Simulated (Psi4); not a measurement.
# CH2IN (SMILES [H]/N=C/I): levels of theory compared

Aim: a comparison of 5 runs (HF/3-21G, TPSSh/def2-TZVP, revPBE-D3(BJ)+ATM/def2-TZVPD, MP2/def2-SVP, SCS-MP2/def2-SVPD) of CH2IN. 

The calculation is run with Psi4 1.11.

4 further runs of the same task are left out: 2 that didn't finish, 2 set aside as unsound or not needed.

### Step 1. The molecule

The species is CH2IN (5 atoms), meant as a singlet with charge 0. As SMILES, `[H]/N=C/I`. The coordinates come from a PBE0-D4/def2-TZVP relaxation.

Bond lengths: N1–C2 1.245 Å, C2–I3 2.104 Å, N1–H4 1.021 Å, C2–H5 1.091 Å. Angles: N1–C2–I3 121.0°, N1–C2–H5 128.0°, I3–C2–H5 110.9°, C2–N1–H4 111.4°.

### Step 2. Energy and forces at HF/3-21G (run 1)

job.in reads:

```
memory 1600 MB

molecule mol {
  0 1
  N     -0.913900    -0.414800     0.180800
  C      0.210000     0.070700    -0.047700
  I      1.876500    -0.452200     1.126100
  H     -1.612100    -0.060800    -0.474900
  H      0.489400     0.783400    -0.825700
  units angstrom
  symmetry c1
  no_reorient
  no_com
}

set basis 3-21G
set reference rhf
set puream true
set e_convergence 1e-09
set d_convergence 1e-08
set scf_type pk

e, wfn = gradient('hf', return_wfn=True)
oeprop(wfn, 'DIPOLE', 'WIBERG_LOWDIN_INDICES', 'MAYER_INDICES', title='HF')
```

The run is started by

```sh
$ psi4 job.in job.out -n 1
```

job.out:

```text
[...]
  Running in c1 symmetry.
[...]
  Nuclear repulsion =  192.342987803210519
[...]
  Multiplicity = 1
[...]
  Nalpha       = 34
  Nbeta        = 34
[...]
    Number of basis functions: 53
[...]
   @RHF iter   1: -6980.12121176137043   -1.56158e+00   7.59277e-03 ADIIS/DIIS
[...]
   @RHF iter  11: -6980.21893347895548    2.72848e-12   5.13112e-09 DIIS
[...]
    Orbital Energies [Eh]
    ---------------------
    Doubly Occupied:
       1A   -1170.003742     2A   -180.046206     3A   -168.288691
       4A   -168.287695     5A   -168.287681     6A    -37.816972
       7A    -32.708781     8A    -32.704799     9A    -32.704718
      10A    -24.159826    11A    -24.158183    12A    -24.158133
      13A    -24.154214    14A    -24.154213    15A    -15.517778
      16A    -11.285109    17A     -7.246835    18A     -5.380527
      19A     -5.368711    20A     -5.368341    21A     -2.423901
      22A     -2.418861    23A     -2.418284    24A     -2.405728
      25A     -2.405725    26A     -1.265300    27A     -0.915725
      28A     -0.773302    29A     -0.726548    30A     -0.545362
      31A     -0.503313    32A     -0.409189    33A     -0.367140
      34A     -0.359331
[...]
  @RHF Final Energy: -6980.21893347895548
   => Energetics <=
    Nuclear Repulsion Energy =            192.3429878032105194
    One-Electron Energy =               -9985.6461136759062356
    Two-Electron Energy =                2813.0841923937391584
    Total Energy =                      -6980.2189334789563873
[...]
  -Total Gradient:
     Atom            X                  Y                   Z
    ------   -----------------  -----------------  -----------------
       1        0.000343111413    -0.009376470434     0.011450154523
       2        0.003650364152    -0.007497762189     0.010389981921
       3       -0.014831289345     0.004606443863    -0.010391196352
       4        0.004881614164     0.004972984289    -0.004441916013
       5        0.005956200701     0.007294804477    -0.007007022979
[...]
 Multipole Moments:
 ------------------------------------------------------------------------------------
     Multipole            Electronic (a.u.)      Nuclear  (a.u.)        Total (a.u.)
 ------------------------------------------------------------------------------------
 L = 1.  Multiply by 2.5417464519 to convert [e a0] to [Debye]
 Dipole X            :       -176.2988724          176.1120814           -0.1867910
 Dipole Y            :         49.3030811          -48.6101810            0.6929001
 Dipole Z            :       -113.0818065          112.1781112           -0.9036952
 Magnitude           :                                                    1.1539785
[...]
```

Wall time 2.6 s (1 thread of AMD EPYC 7B13 (Zen 3), shared host); peak memory 0.2 GiB.

### Step 3. The energy at TPSSh/def2-TZVP (core potential) (run 2)

job.py reads:

```python
import psi4

psi4.set_memory(1600000000)
psi4.set_num_threads(1)
psi4.set_output_file('psi4.out', False)

molecule = psi4.geometry("""
0 1
N     -0.913900    -0.414800     0.180800
C      0.210000     0.070700    -0.047700
I      1.876500    -0.452200     1.126100
H     -1.612100    -0.060800    -0.474900
H      0.489400     0.783400    -0.825700
symmetry c1
""")

options = {'basis': 'def2-TZVP', 'reference': 'rks', 'puream': True, 'e_convergence': 1e-09, 'd_convergence': 1e-08, 'scf_type': 'pk', 'dft_radial_points': 99, 'dft_spherical_points': 590}
psi4.set_options(options)

e_tot, wfn = psi4.energy('TPSSH', return_wfn=True)
psi4.oeprop(wfn, 'LOWDIN_CHARGES', 'DIPOLE', 'MAYER_INDICES')
print('E =', round(e_tot, 9))
```

The run is started by

```sh
$ python job.py
```

psi4.out:

```text
[...]
    !!!  WARNING: ECP capability is in beta. Please check occupations closely.  !!!
[...]
  Running in c1 symmetry.
[...]
  Nuclear repulsion =  105.556119490013174
[...]
  Multiplicity = 1
[...]
  Nalpha       = 20
  Nbeta        = 20
[...]
    Number of basis functions: 124
[...]
   @RKS iter   1:  -391.33305593930140   -2.20315e+00   7.72868e-03 DIIS/ADIIS
[...]
   @RKS iter  12:  -391.69150081349505   -1.65414e-11   4.75744e-09 DIIS
[...]
    Orbital Energies [Eh]
    ---------------------
    Doubly Occupied:
       1A    -14.266293     2A    -10.210029     3A     -6.763760
       4A     -4.800873     5A     -4.790234     6A     -4.789147
       7A     -1.874221     8A     -1.871019     9A     -1.870239
      10A     -1.861057    11A     -1.861032    12A     -0.918609
      13A     -0.702476    14A     -0.580381    15A     -0.520977
      16A     -0.389036    17A     -0.362939    18A     -0.275009
      19A     -0.259340    20A     -0.258592
[...]
  @RKS Final Energy:  -391.69150081349505
   => Energetics <=
    Nuclear Repulsion Energy =            105.5561194900131738
    One-Electron Energy =                -854.3460163353365715
    Two-Electron Energy =                 388.9206085694730746
    DFT Exchange-Correlation Energy =     -31.8222125376447842
    Empirical Dispersion Energy =           0.0000000000000000
    VV10 Nonlocal Energy =                  0.0000000000000000
    Total Energy =                       -391.6915008134950540
[...]
 Multipole Moments:
 ------------------------------------------------------------------------------------
     Multipole            Electronic (a.u.)      Nuclear  (a.u.)        Total (a.u.)
 ------------------------------------------------------------------------------------
 L = 1.  Multiply by 2.5417464519 to convert [e a0] to [Debye]
 Dipole X            :         33.6330439          -33.8011342           -0.1680903
 Dipole Y            :         -4.8345864            5.3810112            0.5464248
 Dipole Z            :         16.7298300          -17.4491631           -0.7193331
 Magnitude           :                                                    0.9188441
[...]
```

On the terminal:

```text
E = -391.691500813
```

Wall time 46 s (1 thread of AMD EPYC 7B13 (Zen 3), shared host); peak memory 0.8 GiB.

Runs 3 to 4 aren't shown in full; the table further down has their settings and results.

### Step 4. The energy at SCS-MP2/def2-SVPD (fitted SCF, core potential) (run 5)

ch2in.inp reads:

```
memory 1.6 GB

molecule m {
  N     -1.72702071    -0.78385840     0.34166248
  C      0.39684249     0.13360364    -0.09013994
  I      3.54607107    -0.85453415     2.12802059
  H     -3.04642749    -0.11489535    -0.89743094
  H      0.92483197     1.48041145    -1.56034686
  units bohr
}

set num_frozen_docc 6
set mp2_type conv

energy('scs-mp2/def2-SVPD')
```

The run is started by

```sh
$ psi4 -i ch2in.inp -o ch2in.out -n 1
```

ch2in.out:

```text
[...]
    !!!  WARNING: ECP capability is in beta. Please check occupations closely.  !!!
[...]
  Running in c1 symmetry.
[...]
  Nuclear repulsion =  105.556119463248095
[...]
  Multiplicity = 1
[...]
  Nalpha       = 20
  Nbeta        = 20
[...]
    Number of basis functions: 91
[...]
   @RHF iter   1:  -389.75969066519519   -2.67229e+00   7.33016e-03 DIIS/ADIIS
[...]
   @RHF iter  13:  -390.03392941733944   -8.81073e-12   6.49101e-09 DIIS
[...]
    Orbital Energies [Eh]
    ---------------------
    Doubly Occupied:
       1A    -15.594731     2A    -11.352950     3A     -7.743762
       4A     -5.600214     5A     -5.588263     6A     -5.587739
       7A     -2.296000     8A     -2.290547     9A     -2.289950
      10A     -2.277742    11A     -2.277737    12A     -1.242219
      13A     -0.940606    14A     -0.792858    15A     -0.730316
      16A     -0.558977    17A     -0.508166    18A     -0.426960
      19A     -0.377102    20A     -0.371022
[...]
  @RHF Final Energy:  -390.03392941733944
   => Energetics <=
    Nuclear Repulsion Energy =            105.5561194632480948
    One-Electron Energy =                -853.4843754850689947
    Two-Electron Energy =                 357.8943266044814209
    Total Energy =                       -390.0339294173394364
[...]
 Multipole Moments:
 ------------------------------------------------------------------------------------
     Multipole            Electronic (a.u.)      Nuclear  (a.u.)        Total (a.u.)
 ------------------------------------------------------------------------------------
 L = 1.  Multiply by 2.5417464519 to convert [e a0] to [Debye]
 Dipole X            :         33.6256564          -33.8011341           -0.1754778
 Dipole Y            :         -4.7867182            5.3810112            0.5942930
 Dipole Z            :         16.6691833          -17.4491631           -0.7799798
 Magnitude           :                                                    0.9961652
[...]
	SCS-MP2 Total Energy (a.u.)        :  -390.45787206225828
	SOS-MP2 Total Energy (a.u.)        :  -390.41855397355664
	SCSN-MP2 Total Energy (a.u.)       :  -390.24152892568384
[...]
	SOS-PI-MP2 Total Energy (a.u.)     :  -390.48265806625949
[...]
	MP2 Total Energy (a.u.)            :  -390.47240414695852
[...]
```

Run time: 6 s. Hardware: 1 thread of AMD EPYC 7B13 (Zen 3), shared host; peak memory 0.48 GiB.

### Step 5. Overview of the runs

| run | level | task | core potential | energy (Eh) | dipole moment (D) | HOMO energy (eV) | LUMO energy (eV) | wall time |
| --- | --- | --- | --- | --- | --- | --- | --- | --- |
| 1 | HF/3-21G | gradient | none | -6980.218933 | 2.93 | -9.78 | 3.24 | 2.6 s |
| 2 | TPSSh/def2-TZVP (core potential) | energy | def2 | -391.691501 | 2.34 | -7.04 | -1.41 | 46 s |
| 3 | revPBE-D3(BJ)+ATM/def2-TZVPD (density fitting, core potential) | energy | def2 | -391.808039 | 2.17 | -6.49 | -2.00 | 11 s |
| 4 | MP2/def2-SVP (fitted SCF, core potential, ddCOSMO chlorobenzene) | energy | def2 | -390.447748 | – | -10.10 | 3.08 | 6.6 s |
| 5 | SCS-MP2/def2-SVPD (fitted SCF, core potential) | energy | def2 | -390.457872 | – | -10.10 | 1.57 | 6 s |

### Step 6. Outcome

```
                                          quantity          value
                               run 5: total energy  -390.45787 Eh
        run 5: HOMO energy (Hartree–Fock orbitals)      -10.10 eV
        run 5: LUMO energy (Hartree–Fock orbitals)        1.57 eV
      run 5: HOMO–LUMO gap (Hartree–Fock orbitals)       11.67 eV
run 5: correlation energy (6 core orbitals frozen)     -423.9 mEh
```

Over runs 1, 2, 3 the dipole moment (its size) runs from 2.17 D (revPBE-D3(BJ)+ATM/def2-TZVPD) to 2.93 D (HF/3-21G). The two ends differ in method and basis and core potential. Over runs 1, 2, 3 the HOMO–LUMO gap runs from 4.49 eV (revPBE-D3(BJ)+ATM/def2-TZVPD) to 13.02 eV (HF/3-21G). Totals of different functionals can't be ranked against each other. Some runs of one species differ in core potentials or relativity; totals across that change don't compare. In run 1 relativity is left out where basis or elements ask for it. All runs together took 72 s, the longest 46 s.
